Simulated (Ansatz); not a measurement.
# Cd: element swaps in one structure

An exercise on one series of results from a longer session: the logs are not shown, and one member is left open.

Computed with Ansatz 0.2.0 (DFT PBEsol, scalar-relativistic, plane waves, PAW, unless a step's input says otherwise).

1 further run of the same task is left out (set aside as unsound or not needed). Runs told in other sessions of the task aren't counted.

### The system as given

It takes space group P6_3/mmc (No. 194, hexagonal). The conventional cell has a = 2.944 Å, b = 2.944 Å, c = 5.610 Å, α = 90.00°, β = 90.00°, γ = 120.00°. Cd (site symmetry -6m2) is surrounded by 12 Cd at 2.94 to 3.28 Å.

As a file:

```xyz
2
Lattice="2.9442 0.0000 0.0000 -1.4721 2.5498 0.0000 0.0000 0.0000 5.6103" Properties=species:S:1:pos:R:3 pbc="T T T"
Cd    0.0000    1.6998    1.4026
Cd    1.4721    0.8499    4.2077
```

It is the result of an earlier relaxation at this level (volume 21.06 Å³/atom; gap on the mesh: none (metal)).

Set-up of the first run:

input.yaml reads:

```yaml
crystal:
  lattice:
    - [3.3823362313, 0.0, 0.0]
    - [-1.6911681156, 2.9291891005, 0.0]
    - [0.0, 0.0, 6.4451738692]
  atoms:
    - { symbol: Ca, position: [0.3333333333, 0.6666666667, 0.25] }
    - { symbol: Ca, position: [0.6666666667, 0.3333333333, 0.75] }
basis:
  ecutwfc: 420
kpoints:
  mp_grid: { grid: [6, 6, 4] }
hamiltonian:
  xc: pbesol
scf:
  occupations: { method: gaussian, width: 0.1 }
output:
  forces: true
  stress: true
  eigenvalues: true
```

On the command line:

```console
$ ansatz run input.yaml --threads 1 --pin off --max-ram 2560MiB --backend cpu --events-out ev --progress --plain --runs-dir out
```

Steps of the session up to this table: Quick check of gap, pressure and forces (Ca); Relaxing cell and atoms (Ca); Second relaxation (Ca); Probe: one point at the start (Mg); Relaxing cell and atoms (Mg); Second relaxation (Mg).

One table of the session follows, with a row left open; its other results are not shown here.

Lengths are those of the vectors of the cell that was run:

| swap | volume (Å³/atom) | a (Å) | b (Å) | c (Å) |
| --- | --- | --- | --- | --- |
| none | 21.06 | 2.944 | 2.944 | 5.610 |
| Cd → Hg | ? | ? | ? | ? |
| Cd → Zn | 14.25 | 2.593 | 2.593 | 4.894 |
| Cd → Ba | 57.67 | 4.334 | 4.334 | 7.089 |
| Cd → Cu | 11.33 | 2.521 | 2.521 | 4.117 |
| Cd → Ca | 40.73 | 3.851 | 3.851 | 6.341 |
| Cd → Mg | 22.50 | 3.189 | 3.189 | 5.110 |

Q: Estimate the row for Cd → Hg from the others.

The run gave: volume (Å³/atom): 23.83; a (Å): 3.265; b (Å): 3.265; c (Å): 5.164. In the column «volume (Å³/atom)» it lies between Cd → Mg (22.50) and Cd → Ca (40.73).

Lengths are those of the computed cell. Rows of earlier swaps come from the sessions before.
